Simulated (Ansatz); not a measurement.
# C2H5FOSi2: the cost of one run

Program: Ansatz 0.2.0. Level of theory: RKS PBE-D4/cc-pVDZ. These are calculated values, not measurements.

### Step 1. The system as given

Bond lengths: O1–C2 1.422 Å, C2–C3 1.337 Å, C3–Si4 1.739 Å, C3–Si5 1.722 Å, Si5–F6 1.625 Å, O1–H7 0.942 Å, C2–H8 1.102 Å, Si4–H9 1.568 Å, Si4–H10 1.454 Å, Si5–H11 1.517 Å. Angles: O1–C2–C3 127.4°, O1–C2–H8 109.0°, C3–C2–H8 123.5°, C2–O1–H7 108.4°, C2–C3–Si4 129.6°, C2–C3–Si5 124.7°, Si4–C3–Si5 105.3°, C3–Si4–H9 112.1°, C3–Si4–H10 122.5°, H9–Si4–H10 109.6°, C3–Si5–F6 113.3°, C3–Si5–H11 118.9°, F6–Si5–H11 109.6°.

As a file:

```xyz
11

O     0.7704   -1.9751   -1.5377
C     0.2983   -0.6397   -1.4088
C    -0.0473   -0.0046   -0.2836
Si    0.0556   -0.5387    1.3683
Si   -0.5431    1.6422   -0.1994
F     0.6392    2.6460    0.2855
H     0.8306   -2.3540   -0.6778
H     0.3005   -0.1617   -2.4015
H    -1.3603   -0.7326    2.0141
H     0.9511    0.0768    2.3346
H    -1.8297    1.9844    0.5269
```

### Step 2. End point A

Contents of input.yaml:

```yaml
crystal:
  periodic: [false, false, false]
  atoms:
    - { symbol: O, position_ang: [0.7704, -1.9751, -1.5377] }
    - { symbol: C, position_ang: [0.2983, -0.6397, -1.4088] }
    - { symbol: C, position_ang: [-0.0473, -0.0046, -0.2836] }
    - { symbol: Si, position_ang: [0.0556, -0.5387, 1.3683] }
    - { symbol: Si, position_ang: [-0.5431, 1.6422, -0.1994] }
    - { symbol: F, position_ang: [0.6392, 2.646, 0.2855] }
    - { symbol: H, position_ang: [0.8306, -2.354, -0.6778] }
    - { symbol: H, position_ang: [0.3005, -0.1617, -2.4015] }
    - { symbol: H, position_ang: [-1.3603, -0.7326, 2.0141] }
    - { symbol: H, position_ang: [0.9511, 0.0768, 2.3346] }
    - { symbol: H, position_ang: [-1.8297, 1.9844, 0.5269] }
basis:
  gaussian: { orbitals: cc-pVDZ }
hamiltonian:
  xc: pbe
  dispersion: d4
relax:
  f_tol: 0.015
  max_steps: 40
```

Run with:

```sh
> ansatz run input.yaml --threads 2 --pin off --max-ram 3072MiB --backend cpu --events-out ev --progress --plain --runs-dir out
```

What time and memory should one allow on 2 threads of Arm Neoverse N1, shared host?

About 2.8 min, with a peak of 0.17 GiB.
